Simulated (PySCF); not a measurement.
# GeH9NSi2: the cost of one run

Computed with PySCF 2.14.0, with density-fitted response routines of our own, on a single molecule in the gas phase. Atoms are numbered from 0 throughout.

## Step 1: The molecule as given

13 atoms, charge 0, multiplicity 1; geometry from: PBE0-D3(BJ)/def2-SVP.

Bonds of the start (Å): N0–Si1 1.74, Si1–Si2 2.35, Si2–Ge3 2.38, N0–H4 1.01, N0–H5 1.01, Si1–H6 1.50, Si1–H7 1.50, Si2–H8 1.50, Si2–H9 1.50, Ge3–H10 1.54, Ge3–H11 1.54, Ge3–H12 1.54.

## Step 2: X-ray photoelectron lines: SCAN, X2C

Job settings and geometry (Å):

```
{"job": {"kind": "xps"}, "charge": 0, "multiplicity": 1}
N     -1.721460     0.994422    -0.401844
Si    -1.530815    -0.723207    -0.198008
Si     0.754795    -1.180722    -0.488471
Ge     1.934280     0.791919     0.142557
H     -1.401832     1.429549    -1.260791
H     -2.578307     1.434549    -0.082541
H     -2.360608    -1.595923    -1.099816
H     -1.936574    -1.044523     1.205357
H      1.078999    -1.525041    -1.910598
H      1.180651    -2.332647     0.368444
H      1.602270     1.168749     1.597812
H      3.461312     0.604873     0.024115
H      1.528803     1.967165    -0.768073
```

Method: delta-SCF UKS SCAN, pcX-2 on the ionised atom, pcseg-1 elsewhere, spin-free X2C.

The run is started by

```bash
$ OMP_NUM_THREADS=1 python probes_run.py task.json out
```

This one command runs all jobs of the session in turn.

Q: Estimate the wall time and peak memory of this first job on 1 thread of Intel Xeon Platinum 8259CL at 2.50GHz, shared host.

About 36 s, with a peak of 0.63 GiB.
